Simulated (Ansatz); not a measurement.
The system is Bi2TeSe2 (Skippenite).

```
Bi Te Se
1.0
     2.09150    1.20753    9.71233
    -2.09150    1.20753    9.71233
     0.00000   -2.41506    9.71233
Bi Te Se
2 1 2
Direct
  0.60194 0.60194 0.60194
  0.39806 0.39806 0.39806
  0.00000 0.00000 0.00000
  0.78840 0.78840 0.78840
  0.21160 0.21160 0.21160
```

* Program: Ansatz 0.2.0
* Task: relaxation of cell and atoms
* Functional: PBE
* Potentials or basis: Ansatz PAW
* Cutoff: 420 eV (not typed: the program's choice for these potentials)
* k mesh: 7 × 7 × 7
* Occupations: fermi-dirac, width 0.05 eV
* Spin: no spin polarisation

At the start: volume 29.43 Å³/atom.

Where does the relaxation end?

It ends after 8 steps and the volume is 33.22 Å³/atom (+12.9 %); space group R-3m (No. 166, to 0.05 Å).

The path:
```tsv
step	energy change (eV)	largest force (eV/Å)	volume (Å³)
1	0.0000	1.8526	147.17
2	-0.4706	0.2011	156.00
3	-0.4943	0.0182	161.23
4	-0.4974	0.0149	162.68
5	-0.4995	0.0109	163.87
6	-0.5002	0.0114	165.61
7	-0.5002	0.0036	166.10
8	-0.5028	0.0041	166.10
```

Final structure:
```
CELL_PARAMETERS angstrom
2.14028 1.23569 10.46715
-2.14028 1.23569 10.46715
0.00000 -2.47138 10.46715
ATOMIC_POSITIONS crystal
Bi 0.59861 0.59861 0.59861
Bi 0.40139 0.40139 0.40139
Te 0.00000 0.00000 0.00000
Se 0.78285 0.78285 0.78285
Se 0.21715 0.21715 0.21715
```

Caveat: the plane-wave basis is chosen anew once the cell has moved, so the energies of steps on either side of that aren't comparable; the volume moved by +13 % from the deposited cell, more than functionals usually miss.
